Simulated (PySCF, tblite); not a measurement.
**C6H11BF2: geometry, infrared bands and NMR shifts**

Aim: predict the infrared bands and NMR shifts of C6H11BF2 (`C=C(C)[C@@H](BC)C(F)F`).

The runs use tblite 0.8.0 and PySCF 2.14.0, with density-fitted response routines of our own; the level of theory stands in each step. All values are computed, except where a source is named. Atoms are numbered from 0 throughout.

**1. Starting geometry**

20 atoms, charge 0, multiplicity 1; geometry from: force field or distance geometry start.

Bonds of the start (Å): C0–C1 1.34, C1–C2 1.51, C1–C3 1.53, C3–B4 1.61, B4–C5 1.58, C3–C6 1.53, C6–F7 1.38, C6–F8 1.39, C0–H9 1.07, C0–H10 1.10, C2–H11 1.10, C2–H12 1.11, C2–H13 1.12, C3–H14 1.12, B4–H15 1.18, C5–H16 1.11, C5–H17 1.11, C5–H18 1.12, C6–H19 1.10.

**2. Relaxing the molecule with GFN2-xTB**

What the job is given:

```
{"job": {"kind": "relax", "xc": "GFN2-xTB", "basis": "xTB"}, "charge": 0, "multiplicity": 1}
C     -1.691300    -0.677900    -1.091400
C     -1.172200    -0.031200    -0.043300
C     -2.015400     0.172700     1.191000
C      0.268000     0.477100    -0.062800
B      1.296100    -0.760400    -0.144700
C      2.285200    -1.080300     1.042000
C      0.503200     1.486300    -1.189400
F     -0.406000     2.522000    -1.084100
F      1.783100     2.010600    -1.092000
H     -1.123600    -0.859300    -1.984400
H     -2.729000    -1.032000    -1.067500
H     -1.476400     0.704300     1.992200
H     -2.363000    -0.803600     1.596900
H     -2.912200     0.780800     0.916600
H      0.482500     1.003100     0.903000
H      1.303300    -1.442600    -1.103100
H      2.908400    -1.962300     0.792800
H      1.704800    -1.296200     1.964000
H      2.953100    -0.204600     1.225800
H      0.396300     1.004200    -2.174900
```

Command:

```
OMP_NUM_THREADS=1 python probes_run.py task.json out
```

The driver reads the jobs from task.json and runs them one after another.

**Question.** This job is followed by: GFN2-xTB harmonic vibrations, gas phase; GIAO PBE0/pcSseg-1 NMR shielding, non-relativistic, gas phase. Predict these results of the whole session: strongest single infrared mode (GFN2-xTB); zero-point energy (GFN2-xTB); ¹³C shifts against TMS (PBE0/pcSseg-1); ¹H shifts against TMS (PBE0/pcSseg-1, means over atoms taken as alike); ¹¹B shifts against BF3·OEt2 (PBE0/pcSseg-1); ¹⁹F shifts against CFCl3 (PBE0/pcSseg-1); surface potential, 1st and 99th percentile.

The runs gave:

```
                                                              quantity                                         value
                             strongest single infrared mode (GFN2-xTB)                         1189 cm⁻¹, 130 km/mol
                                          zero-point energy (GFN2-xTB)                                 98.4 kcal/mol
                                ¹³C shifts against TMS (PBE0/pcSseg-1)     145.2, 128.7, 122.0, 58.4, 31.3, 13.0 ppm
¹H shifts against TMS (PBE0/pcSseg-1, means over atoms taken as alike)  7.00, 6.40, 5.50, 4.91, 2.78, 2.08, 0.97 ppm
                           ¹¹B shifts against BF3·OEt2 (PBE0/pcSseg-1)                                      72.9 ppm
                              ¹⁹F shifts against CFCl3 (PBE0/pcSseg-1)                            -129.6, -134.8 ppm
                                 surface potential, 1st and 99th percentile                            -1.03 V and 1.05 V
```

What this shows: The optimisation took 129 steps and gained 0.320 eV; among the close pairs (by a distance rule), C2–H13 changed most, from 1.118 to 1.090 Å. All 54 modes are real, so the xTB geometry is a minimum. The strongest single mode, at 1189 cm⁻¹, is spread over many atoms; the largest shares are those of H14, B4. GFN2-xTB is a fitted tight-binding method: band positions and strengths are rough. Its intensities can rank the bands wrongly. The most deshielded carbon is C1 (fully substituted alkene carbon), at 145.2 ppm: an sp2 carbon of a C=C bond. At PBE0/pcSseg-1: The widest tensor belongs to C1: span 238 ppm, with a paramagnetic part of -222 ppm. At PBE0/pcSseg-1, counted by nearest atom on the grid, the HOMO lies on C0 36 %; C1 26 %, the LUMO on B4 49 %; H15 11 %.
